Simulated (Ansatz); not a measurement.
Predict the output of the script below (Ansatz's Python interface).

`c3h4bf_energy.py`:
```python
import logging
import sys

import ansatz

logging.basicConfig(stream=sys.stdout, format="%(levelname)s:%(name)s:%(message)s")
logger = logging.getLogger("ansatz_job")
logger.setLevel(logging.INFO)

system = (
    ansatz.Crystal.molecule()
    .atom("B", [0.2324, 0.6446, -1.1893])
    .atom("C", [0.4367, -0.123, 0.1383])
    .atom("F", [1.6947, -0.4543, 0.4985])
    .atom("C", [-0.4443, -1.0784, 0.4441])
    .atom("C", [-0.4241, 0.1432, 1.1845])
    .atom("H", [-0.248, 1.8049, -1.163])
    .atom("H", [0.5524, 0.2363, -2.2321])
    .atom("H", [-0.9445, -2.0349, 0.2594])
    .atom("H", [-0.7668, 0.8153, 2.0426])
)

job = (
    system.calculation()
    .basis(gaussian="cc-pVDZ")
    .functional("cam_b3lyp")
)
out = job.run()
report = out.report

for key in ("converged", "free_energy_ev", "reference_energy_ev", "n_frozen", "n_occupied", "n_virtual"):
    logger.info(f"{key:22s} {report[key]}")

field = report["mean_field"]
print("<S^2> =", round(abs(field["state"]["spin_squared"]), 4), " all-electron relativity setting:", field["relativity"])
print("passes:", field["passes"])
if "symmetry" in field:
    print("occupied orbitals by irrep:", field["symmetry"]["occupied"])
```

Running `python c3h4bf_energy.py` prints:
```text
INFO:ansatz_job:converged              True
INFO:ansatz_job:free_energy_ev         -6561.469396242888
INFO:ansatz_job:reference_energy_ev    -6561.469396242888
INFO:ansatz_job:n_frozen               0
INFO:ansatz_job:n_occupied             [18, 18]
INFO:ansatz_job:n_virtual              [72, 72]
<S^2> = 0.0  all-electron relativity setting: none
passes: {'evaluations': 15, 'products': 13}
occupied orbitals by irrep: [{'A': 18}, {'A': 18}]
```

Caveats:
- These settings explore the input space; basis and method may be short of convergence.
- The geometry is a force-field or estimated start, not a minimum of this method, and the basis set is short of its limit.
- The whole script took 2.7 s on 1 thread of Arm Neoverse V2, with other jobs on the host, peak memory 0.23 GiB.

(Lines on the test bed's own set-up are left out of the output.)
